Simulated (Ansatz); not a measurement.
**CH3Ge (doublet): from Hartree-Fock to the top rungs at twist about Ge1–C2 = 120.0°, cc-pVDZ**

One table from this session's results is given with a row withheld; the runs are named, their logs left out.

The runs use Ansatz 0.2.0, Gaussian basis; cc-pVDZ, core rule «outside noble gas», up to 15 orbitals frozen.

Plan: UHF; CCSD(T) on ROHF; CCSD(T) on UHF; BCCD(T) on ROHF; CISD; CCSDT(Q) on ROHF; CCSDT(Q) on UHF; CASSCF and MRCISD+Q, 3 electrons in 3 orbitals; CASSCF and NEVPT2, 3 electrons in 3 orbitals.

16 further runs of the same task are left out: 1 for a mislabelled method, 14 that didn't finish, 1 set aside as unsound or not needed.

**The system**

The geometry derives from a PBE0/def2-TZVP stationary point (not a proven minimum). One half is turned about the bond named; the halves are rigid. No spin-orbit coupling is included. The filled d shell of Ge may be among the frozen orbitals whatever the setting's name suggests; the logs give the count.

5 atoms, charge 0, spin multiplicity 2.

Atoms are counted from 1 here; the program's logs count them from 0.

Bond lengths: Ge1–C2 1.750 Å, Ge1–H3 1.529 Å, Ge1–H4 1.522 Å, C2–H5 1.077 Å. Angles: C2–Ge1–H3 123.1°, C2–Ge1–H4 120.6°, H3–Ge1–H4 116.3°, Ge1–C2–H5 152.0°.

The first run:

The input, in.yaml:

```yaml
crystal:
  periodic: [false, false, false]
  atoms:
    - {symbol: Ge, position_ang: [-0.005027, 0.017920, 0.251738]}
    - {symbol: C, position_ang: [-0.005027, -0.083976, -1.495749]}
    - {symbol: H, position_ang: [-0.005027, 1.344974, 1.010498]}
    - {symbol: H, position_ang: [-0.005027, -1.244338, 1.101831]}
    - {symbol: H, position_ang: [0.432277, -0.391422, -2.431074]}
basis:
  gaussian: {orbitals: cc-pVDZ}
magnetization: {spin_polarized: true, initial_magnetization: 1}
hamiltonian: {xc: hf}
output: {orbitals: {seedname: orbitals}}
```

Launch:

```sh
$ ansatz run in.yaml --threads 1 --pin off --events-out ev --progress --plain --max-ram 2393MiB
```

Steps of the session up to this table: UHF; CCSD(T) on ROHF; CCSD(T) on UHF; BCCD(T) on ROHF; CISD; CCSDT(Q) on ROHF; CCSDT(Q) on UHF; CASSCF and MRCISD+Q, 3 electrons in 3 orbitals; CASSCF and NEVPT2, 3 electrons in 3 orbitals.

One of the session's tables, all rows but one given; the rest of the session is left out.

It belongs to the step «Misses and costs». 

| method | from RCCSDT(Q) (meV) |
| --- | --- |
| ROHF | +7074.0 |
| UHF | +6491.9 |
| RMP2 | +1297.3 |
| UMP2 | +1612.4 |
| RCCSD | +313.7 |
| UCCSD | +321.4 |
| RCCSD(T) | +59.2 |
| UCCSD(T) | +98.0 |
| BCCD(T) | +63.1 |
| RCCSDT | +20.1 |
| UCCSDT | +22.4 |
| RCCSDT(Q) | 0 |
| UCCSDT(Q) | +0.7 |
| CASSCF pair | +6180.6 |
| NEVPT2 pair | +1114.1 |
| MRCISD pair | +641.0 |
| MRCISD+Q pair | ? |

Q: Estimate the row for MRCISD+Q pair from the others.

**Answer.** from RCCSDT(Q) (meV): +73.7. In the column «from RCCSDT(Q) (meV)» it lies between BCCD(T) (+63.1) and UCCSD(T) (+98.0).

Not comparable, so not listed: CISD (they don't share determinant, frozen orbitals or solution with the rows shown, or repeat one).

To keep in mind: The determinant is far from a pure spin state, so its energy mixes those of several spin states (harmless only where they are near-degenerate, as at dissociation). Restricted and unrestricted rows rest on different reference determinants; where their highest levels disagree by more than a few hundredths of an eV, they describe different states and don't form one ladder.
